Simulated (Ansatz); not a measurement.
**C2H4AlBO: from a rough start to a minimum**

Aim: relax C2H4AlBO from a cheap starting geometry, then compute its harmonic vibrations to see whether it is a minimum and to get the zero-point energy and entropy, and look at its orbitals and charge.

Method: RKS PBE0-D4/def2-TZVP; program: Ansatz 0.2.0, Gaussian basis.

Plan: relaxation at PBE-D4/def2-SVP; relaxation at PBE0-D4/def2-TZVP; harmonic vibrations at the same level; a single point in def2-TZVPP for the fields.

**1. Starting geometry**

SMILES `BC#C[O][AlH2]`, 9 atoms, charge 0, spin multiplicity 1.

Atoms are counted from 1 here; the program's logs count them from 0.

Bond lengths: B1–C2 1.481 Å, B1–H6 1.166 Å, B1–H7 1.233 Å, C2–C3 1.186 Å, C3–O4 1.446 Å, O4–Al5 1.839 Å, Al5–H8 1.613 Å, Al5–H9 1.634 Å. Angles: C2–B1–H6 125.2°, C2–B1–H7 118.9°, H6–B1–H7 115.9°, B1–C2–C3 178.9°, C2–C3–O4 176.0°, C3–O4–Al5 118.7°, O4–Al5–H8 118.2°, O4–Al5–H9 120.5°, H8–Al5–H9 121.0°.

Geometry (Å):

```csv
atom,x (Å),y (Å),z (Å)
B1,-2.0484,1.4577,0.6598
C2,-0.8548,0.9039,-0.0190
C3,0.0956,0.4389,-0.5550
O4,1.3121,-0.0830,-1.1378
Al5,1.9951,-1.6613,-0.4872
H6,-2.6065,0.9577,1.5527
H7,-2.4815,2.5548,0.3010
H8,3.3292,-2.2555,-1.1719
H9,1.3477,-2.3595,0.8403
```

The start is a force-field geometry with small random shifts, so a cheaper pass at PBE-D4/def2-SVP comes first.

**2. Optimising with PBE-D4/def2-SVP (cheap first pass)**

File in.yaml:

```yaml
crystal:
  periodic: [false, false, false]
  atoms:
    - {symbol: B, position_ang: [-2.048400, 1.457700, 0.659800]}
    - {symbol: C, position_ang: [-0.854800, 0.903900, -0.019000]}
    - {symbol: C, position_ang: [0.095600, 0.438900, -0.555000]}
    - {symbol: O, position_ang: [1.312100, -0.083000, -1.137800]}
    - {symbol: Al, position_ang: [1.995100, -1.661300, -0.487200]}
    - {symbol: H, position_ang: [-2.606500, 0.957700, 1.552700]}
    - {symbol: H, position_ang: [-2.481500, 2.554800, 0.301000]}
    - {symbol: H, position_ang: [3.329200, -2.255500, -1.171900]}
    - {symbol: H, position_ang: [1.347700, -2.359500, 0.840300]}
basis:
  gaussian: {orbitals: def2-SVP}
hamiltonian: {xc: pbe, dispersion: d4}
relax: {f_tol: 0.03, max_steps: 200}
```

Command:

```
> ansatz run in.yaml --threads 2 --pin off --events-out ev --progress --plain --max-ram 4352MiB
```

The log of the run (excerpt; [...] marks lines left out):

```text
Functional definition: PBE
  name "PBE"
  cite "Perdew, Burke & Ernzerhof, Phys. Rev. Lett. 77, 3865 (1996) doi:10.1103/PhysRevLett.77.3865"
  parent pbe
[...]
1038 factors; their error is unknown
[...]
mean field -11441.33005212 eV, -420.4611242034 hartree, gradient 3.6e-5 eV, S^2 0.000000; 0 other end points of the search recorded, 0 dependent functions left out
[...]
reference -11441.33009930 eV, -420.4611259370 hartree; 21, 21 occupied and 73, 73 virtual orbitals, 1038 factors
relax step   1: F+E_penalty+E_count = -11441.48448702 eV  Δ(F+E_penalty+E_count) = +0.000e0 eV  max|allowed force component| = 9.022e0 eV/Å  Δτ_max = 0.0000 Å  (27 SCF iters, accepted)
[...]
relax step   3: F+E_penalty+E_count = -11442.17958107 eV  Δ(F+E_penalty+E_count) = -4.655e-2 eV  max|allowed force component| = 1.977e0 eV/Å  Δτ_max = 0.1146 Å  (37 SCF iters, accepted)
[...]
relax step   5: F+E_penalty+E_count = -11442.27520110 eV  Δ(F+E_penalty+E_count) = -2.127e-2 eV  max|allowed force component| = 1.699e-1 eV/Å  Δτ_max = 0.0746 Å  (31 SCF iters, accepted)
[...]
relax step   7: F+E_penalty+E_count = -11442.27942442 eV  Δ(F+E_penalty+E_count) = -3.600e-4 eV  max|allowed force component| = 1.096e-1 eV/Å  Δτ_max = 0.0246 Å  (31 SCF iters, accepted)
[...]
relax step  10: F+E_penalty+E_count = -11442.28784831 eV  Δ(F+E_penalty+E_count) = +1.363e-4 eV  max|allowed force component| = 4.947e-2 eV/Å  Δτ_max = 0.0140 Å  (32 SCF iters, rejected (line search))
[...]
relax step  11: F+E_penalty+E_count = -11442.28827744 eV  Δ(F+E_penalty+E_count) = -2.928e-4 eV  max|allowed force component| = 1.509e-2 eV/Å  Δτ_max = 0.0070 Å  (32 SCF iters, accepted)
1038 factors; their error is unknown
[...]
mean field -11442.13496913 eV, -420.4907043580 hartree, gradient 1.1e-5 eV, S^2 0.000000; 1 other end points of the search recorded, 0 dependent functions left out
[...]
reference -11442.13501675 eV, -420.4907061079 hartree; 21, 21 occupied and 73, 73 virtual orbitals, 1038 factors
Total energy: -11442.28832506 eV, -420.4963400842 hartree
Atom 0 at    -2.084426     1.585297     0.598551 Å, force     0.003147    -0.006508     0.001923 eV/Å
Atom 1 at    -0.876644     0.887140     0.064055 Å, force     0.001983     0.007824    -0.000189 eV/Å
Atom 2 at     0.126166     0.301062    -0.376238 Å, force    -0.014795    -0.005197    -0.002385 eV/Å
Atom 3 at     1.164439    -0.274145    -0.864823 Å, force     0.015089    -0.013075     0.009229 eV/Å
Atom 4 at     2.072774    -1.739876    -0.448318 Å, force    -0.004245     0.001966    -0.002141 eV/Å
Atom 5 at    -2.720335     1.108215     1.523953 Å, force     0.001283     0.002302    -0.003142 eV/Å
Atom 6 at    -2.454935     2.643263     0.118310 Å, force     0.003039    -0.002079     0.000557 eV/Å
Atom 7 at     3.291366    -1.973575    -1.430724 Å, force    -0.009002     0.003943     0.006463 eV/Å
Atom 8 at     1.570096    -2.583680     0.798135 Å, force     0.003502     0.010824    -0.010316 eV/Å
Dipole moment:     0.668749    -0.624217    -0.091903 e Å
```

Run time: 20 s. Hardware: 2 threads of Arm Neoverse V1, shared host.

The steps of the relaxation:

```csv
step,energy from step 1 (eV),largest force component (eV/Å)
1,0.0000,9.0220
2,-0.6485,2.5936
3,-0.6951,1.9772
4,-0.7694,0.6333
5,-0.7907,0.1699
6,-0.7946,0.1341
7,-0.7949,0.1096
8,-0.8021,0.0273
9,-0.8035,0.0341
10,-0.8034,0.0495
11,-0.8038,0.0151
```

The force was under the threshold of 0.03 eV/Å already at step 8, but the program went on to step 11.

Distances of close pairs at the start and the end, largest changes first:

```csv
bond,before (Å),after (Å),change (Å)
C3–O4,1.446,1.284,-0.163
O4–Al5,1.839,1.774,-0.065
C2–C3,1.186,1.242,+0.056
B1–H6,1.166,1.220,+0.054
Al5–H9,1.634,1.587,-0.047
Al5–H8,1.613,1.583,-0.030
B1–H7,1.233,1.220,-0.013
B1–C2,1.481,1.494,+0.013
```

**3. Geometry optimisation, PBE0-D4/def2-TZVP**

File in.yaml:

```yaml
crystal:
  periodic: [false, false, false]
  atoms:
    - {symbol: B, position_ang: [-2.084426, 1.585297, 0.598551]}
    - {symbol: C, position_ang: [-0.876644, 0.887140, 0.064055]}
    - {symbol: C, position_ang: [0.126166, 0.301062, -0.376238]}
    - {symbol: O, position_ang: [1.164439, -0.274145, -0.864823]}
    - {symbol: Al, position_ang: [2.072774, -1.739876, -0.448318]}
    - {symbol: H, position_ang: [-2.720335, 1.108215, 1.523953]}
    - {symbol: H, position_ang: [-2.454935, 2.643263, 0.118310]}
    - {symbol: H, position_ang: [3.291366, -1.973575, -1.430724]}
    - {symbol: H, position_ang: [1.570096, -2.583680, 0.798135]}
basis:
  gaussian: {orbitals: def2-TZVP}
hamiltonian: {xc: pbe0, dispersion: d4}
relax: {f_tol: 0.005, max_steps: 150}
```

The command is unchanged.

The log of the run (excerpt; [...] marks lines left out):

```text
Functional definition: PBE0
  name "PBE0"
  cite "Adamo & Barone, J. Chem. Phys. 110, 6158 (1999) doi:10.1063/1.478522"
  cite "Perdew, Burke & Ernzerhof, Phys. Rev. Lett. 77, 3865 (1996) doi:10.1103/PhysRevLett.77.3865"
  parent pbe
[...]
1135 factors; their error is unknown
[...]
mean field -11450.80017567 eV, -420.8091448246 hartree, gradient 3.3e-5 eV, S^2 0.000000; 0 other end points of the search recorded, 0 dependent functions left out
[...]
reference -11450.80021644 eV, -420.8091463229 hartree; 21, 21 occupied and 164, 164 virtual orbitals, 1135 factors
relax step   1: F+E_penalty+E_count = -11450.93024447 eV  Δ(F+E_penalty+E_count) = +0.000e0 eV  max|allowed force component| = 1.581e0 eV/Å  Δτ_max = 0.0000 Å  (29 SCF iters, accepted)
[...]
Total energy: -11451.00032123 eV, -420.8165000384 hartree
Atom 0 at    -2.047032     1.541565     0.601884 Å, force     0.003862     0.002528     0.002744 eV/Å
Atom 1 at    -0.844064     0.868553     0.048711 Å, force    -0.000815    -0.001387    -0.000555 eV/Å
Atom 2 at     0.141130     0.316304    -0.403795 Å, force    -0.002013     0.001755     0.000323 eV/Å
Atom 3 at     1.174177    -0.240380    -0.897780 Å, force     0.001082    -0.000759    -0.000507 eV/Å
Atom 4 at     2.018705    -1.689035    -0.443347 Å, force     0.000103     0.000623     0.000329 eV/Å
Atom 5 at    -2.641488     1.059922     1.522871 Å, force    -0.001049    -0.000889    -0.000783 eV/Å
Atom 6 at    -2.433232     2.573068     0.133160 Å, force    -0.001235    -0.000951    -0.001436 eV/Å
Atom 7 at     3.250841    -1.983583    -1.368409 Å, force    -0.000232    -0.000178     0.000287 eV/Å
Atom 8 at     1.469463    -2.492714     0.789606 Å, force     0.000297    -0.000742    -0.000402 eV/Å
Dipole moment:     0.594665    -0.559489    -0.079338 e Å
```

It took 54 s on 2 threads of Arm Neoverse V1, shared host; peak memory 0.41 GiB.

Along the way:

```csv
step,energy from step 1 (eV),largest force component (eV/Å)
1,0.0000,1.5809
2,-0.0621,0.3910
3,-0.0690,0.0838
4,-0.0693,0.0314
5,-0.0695,0.0940
6,-0.0697,0.0347
7,-0.0699,0.0401
8,-0.0700,0.0087
9,-0.0700,0.0014
10,-0.0700,0.0057
11,-0.0700,0.0043
12,-0.0700,0.0039
```

The force was under the threshold of 0.005 eV/Å already at step 9, but the program went on to step 12.

Close pairs (by a distance rule), those that changed most:

```csv
bond,before (Å),after (Å),change (Å)
O4–Al5,1.774,1.737,-0.037
C2–C3,1.242,1.217,-0.025
B1–H6,1.220,1.197,-0.023
B1–H7,1.220,1.197,-0.022
Al5–H9,1.587,1.571,-0.016
Al5–H8,1.583,1.569,-0.014
C3–O4,1.284,1.273,-0.010
B1–C2,1.494,1.485,-0.009
```

Mulliken charges at the end point, from the run's report:

```csv
atom,value (e)
B1,-0.07
C2,-0.18
C3,0.20
O4,-0.31
Al5,0.45
H6,0.01
H7,0.02
H8,-0.06
H9,-0.06
```

**4. Vibrations by finite differences**

File in.yaml:

```yaml
crystal:
  periodic: [false, false, false]
  atoms:
    - {symbol: B, position_ang: [-2.047032, 1.541565, 0.601884]}
    - {symbol: C, position_ang: [-0.844064, 0.868553, 0.048711]}
    - {symbol: C, position_ang: [0.141130, 0.316304, -0.403795]}
    - {symbol: O, position_ang: [1.174177, -0.240380, -0.897780]}
    - {symbol: Al, position_ang: [2.018705, -1.689035, -0.443347]}
    - {symbol: H, position_ang: [-2.641488, 1.059922, 1.522871]}
    - {symbol: H, position_ang: [-2.433232, 2.573068, 0.133160]}
    - {symbol: H, position_ang: [3.250841, -1.983583, -1.368409]}
    - {symbol: H, position_ang: [1.469463, -2.492714, 0.789606]}
basis:
  gaussian: {orbitals: def2-TZVP}
hamiltonian: {xc: pbe0, dispersion: d4}
phonons: {temperatures: {t_min: 298.15, t_max: 900, t_step: 200}}
```

Same command.

The log of the run (excerpt; [...] marks lines left out):

```text
Functional definition: PBE0
  name "PBE0"
  cite "Adamo & Barone, J. Chem. Phys. 110, 6158 (1999) doi:10.1063/1.478522"
  cite "Perdew, Burke & Ernzerhof, Phys. Rev. Lett. 77, 3865 (1996) doi:10.1103/PhysRevLett.77.3865"
  parent pbe
[...]
1135 factors; their error is unknown
[...]
mean field -11450.86787432 eV, -420.8116327043 hartree, gradient 2.6e-5 eV, S^2 0.000000; 0 other end points of the search recorded, 0 dependent functions left out
[...]
reference -11450.86791489 eV, -420.8116341951 hartree; 21, 21 occupied and 164, 164 virtual orbitals, 1135 factors
[...]
1135 factors; their error is unknown
mean field -11450.86775779 eV, -420.8116284220 hartree, gradient 2.2e-6 eV, S^2 0.000000; 0 other end points of the search recorded, 0 dependent functions left out
[...]
reference -11450.86779835 eV, -420.8116299125 hartree; 21, 21 occupied and 164, 164 virtual orbitals, 1135 factors
[...]
Atom 1 at    -0.844064     0.868553     0.048711 Å, force    -0.000772    -0.001415    -0.000570 eV/Å
Atom 2 at     0.141130     0.316304    -0.403795 Å, force    -0.002082     0.001791     0.000351 eV/Å
Atom 3 at     1.174177    -0.240380    -0.897780 Å, force     0.001101    -0.000760    -0.000520 eV/Å
Atom 4 at     2.018705    -1.689035    -0.443347 Å, force     0.000105     0.000622     0.000332 eV/Å
Atom 5 at    -2.641488     1.059922     1.522871 Å, force    -0.001047    -0.000884    -0.000792 eV/Å
Atom 6 at    -2.433232     2.573068     0.133160 Å, force    -0.001234    -0.000956    -0.001433 eV/Å
Atom 7 at     3.250841    -1.983583    -1.368409 Å, force    -0.000235    -0.000179     0.000288 eV/Å
Atom 8 at     1.469463    -2.492714     0.789606 Å, force     0.000302    -0.000749    -0.000403 eV/Å
Dipole moment:     0.594665    -0.559489    -0.079338 e Å
Vibrations: 49.17 77.45 114.43 188.32 206.89 429.52 523.50 552.74 607.00 616.46 754.32 860.71 871.53 990.81 1204.64 1414.96 1981.41 2009.34 2304.56 2575.84 2647.57 cm⁻¹, zero-point energy 1.300668 eV
```

It took 2.7 min on 2 threads of Arm Neoverse V1, shared host; peak memory 0.48 GiB.

Motions are named by where the mode's potential energy lies. Wavenumbers, unscaled:

```csv
mode,cm⁻¹,motion
1,49,"not assigned (largely outside the bonds, angles and torsions drawn)"
2,77,bend
3,114,torsion with bend
4,188,bend
5,207,bend
6,430,bend
7,524,bend
8,553,bend
9,607,out-of-plane bend with torsion
10,616,Al–O stretch
11,754,bend
12,861,B–C and Al–O stretch
13,872,bend
14,991,out-of-plane bend
15,1205,bend
16,1415,C–O and B–C stretch
17,1981,Al–H stretch
18,2009,Al–H stretch
19,2305,C–C stretch
20,2576,B–H stretch
21,2648,B–H stretch
```

From these modes and the moments of inertia (298.15 K, 1 bar, symmetry number 1):

```csv
term,value
zero-point energy,125.5 kJ/mol
H(298) − E,147.8 kJ/mol
"entropy, translation",163.8 J/(mol K)
"entropy, rotation",108.8 J/(mol K)
"entropy, vibration",83.3 J/(mol K)
"entropy, total",355.9 J/(mol K)
```

**5. Fields at the relaxed geometry**

Edit in.yaml of step 4 so:

```diff
@@ -13,4 +13,4 @@
 basis:
-  gaussian: {orbitals: def2-TZVP}
+  gaussian: {orbitals: def2-TZVPP}
 hamiltonian: {xc: pbe0, dispersion: d4}
-phonons: {temperatures: {t_min: 298.15, t_max: 900, t_step: 200}}
+output: {orbitals: {seedname: orbitals}}
```

The command is unchanged.

The log of the run:

```text
Functional definition: PBE0
  name "PBE0"
  cite "Adamo & Barone, J. Chem. Phys. 110, 6158 (1999) doi:10.1063/1.478522"
  cite "Perdew, Burke & Ernzerhof, Phys. Rev. Lett. 77, 3865 (1996) doi:10.1103/PhysRevLett.77.3865"
  parent pbe
  parameter a = 0.25
  parameter kappa = 0.804
  parameter beta = 0.06672455060314922
  exchange = (1 - a)*pbe_x(kappa = kappa, mu = beta*pi^2/3) + a*exact_x
  correlation = pbe_c(beta = beta)
1216 factors; their error is unknown
mean field evaluation 1: about -11444.5166 eV, gradient 5.4e1 eV
mean field evaluation 2: about -11439.1915 eV, gradient 6.7e1 eV
mean field evaluation 4: about -11450.6763 eV, gradient 9.2e0 eV
mean field evaluation 8: about -11450.8679 eV, gradient 1.2e-1 eV
mean field evaluation 16: about -11450.8882 eV, gradient 6.1e-5 eV
mean field -11450.88822018 eV, -420.8123804006 hartree, gradient 6.1e-5 eV, S^2 0.000000; 0 other end points of the search recorded, 0 dependent functions left out
reference -11450.88826045 eV, -420.8123818807 hartree; 21, 21 occupied and 201, 201 virtual orbitals, 1216 factors
Total energy: -11451.02066646 eV, -420.8172477117 hartree
```

Wall time 3.6 s (2 threads of Arm Neoverse V1, shared host); peak memory 0.43 GiB.

The fields below are evaluated on a grid from the run's orbitals.

Frontier orbitals at PBE0-D4/def2-TZVPP, with the share of their density that lies nearest to each atom:

```csv
orbital,energy (eV),lies on
HOMO,-6.87,"C2, C3 about 33 % each; O4 14 %; H6, H7 about 8 % each"
LUMO,-2.06,"Al5 42 %; H8, H9 about 15 % each; B1 9 %"
```

ELF in a plane through or near 9 of the atoms.

Values, 10 rows by 14 columns:
```
0.00 0.00 0.00 0.00 0.00 0.00 0.00 0.00 0.00 0.00 0.00 0.00 0.00 0.00
0.00 0.00 0.00 0.02 0.33 0.10 0.00 0.00 0.00 0.00 0.00 0.00 0.00 0.00
0.00 0.00 0.00 0.86 1.00 0.99 0.07 0.00 0.00 0.43 0.88 0.16 0.00 0.00
0.00 0.00 0.01 0.77 1.00 0.99 0.03 0.14 0.04 0.89 1.00 0.92 0.00 0.00
0.00 0.04 0.43 0.25 0.36 0.18 0.06 0.77 0.62 0.58 0.94 0.33 0.00 0.00
0.00 0.57 1.00 0.96 0.74 0.78 0.67 0.47 0.68 0.39 0.61 0.88 0.10 0.00
0.00 0.57 1.00 1.00 0.14 0.80 0.76 0.68 0.72 0.31 0.99 1.00 0.26 0.00
0.00 0.02 0.88 0.95 0.02 0.63 0.37 0.24 0.34 0.02 0.74 0.90 0.01 0.00
0.00 0.00 0.00 0.00 0.00 0.01 0.00 0.00 0.00 0.00 0.00 0.00 0.00 0.00
0.00 0.00 0.00 0.00 0.00 0.00 0.00 0.00 0.00 0.00 0.00 0.00 0.00 0.00
```
The map spans 13.1 Å across and 8.6 Å up, centred on the molecule. Atoms in the plane (x, y in Å): B1 (2.6, 0.1), C2 (1.2, -0.3), C3 (0.0, -0.5), O4 (-1.2, -0.8), Al5 (-2.7, 0.1), H6 (3.0, 1.2), H7 (3.5, -0.8), H8 (-4.0, -0.7), H9 (-2.5, 1.7).

On the surface of density 0.002 e/bohr³ the electrostatic potential runs, from the 1st to the 99th percentile, from -0.96 V near C2 to 4.22 V near Al5.

**6. What came out**

```
                  quantity            value
               point group               Cs
                     steps          11 + 12
shift from the start (rms)          0.199 Å
              total energy   -11451.0003 eV
           dispersion term         -132 meV
             dipole moment           3.94 D
lowest, highest wavenumber    49, 2648 cm⁻¹
         zero-point energy     125.5 kJ/mol
       entropy at 298.15 K  355.9 J/(mol K)
                HOMO, LUMO  -6.87, -2.06 eV
```

In words: The relaxed geometry lies 0.20 Å (rms) from the start; the bond that changed most is C3–O4, from 1.446 to 1.273 Å. No mode is imaginary: a true minimum at this level. The stiffest mode, 2648 cm⁻¹, is a B–H stretch, and 4 modes under 200 cm⁻¹ make the vibrational entropy uncertain. Harmonic hybrid wavenumbers usually lie a few per cent above measured fundamentals. The largest Mulliken charge, +0.45 e, sits on Al5. The HOMO lies mostly on C2, C3 about 33 % each; O4 14 % and the LUMO on Al5 42 %; H8, H9 about 15 % each.
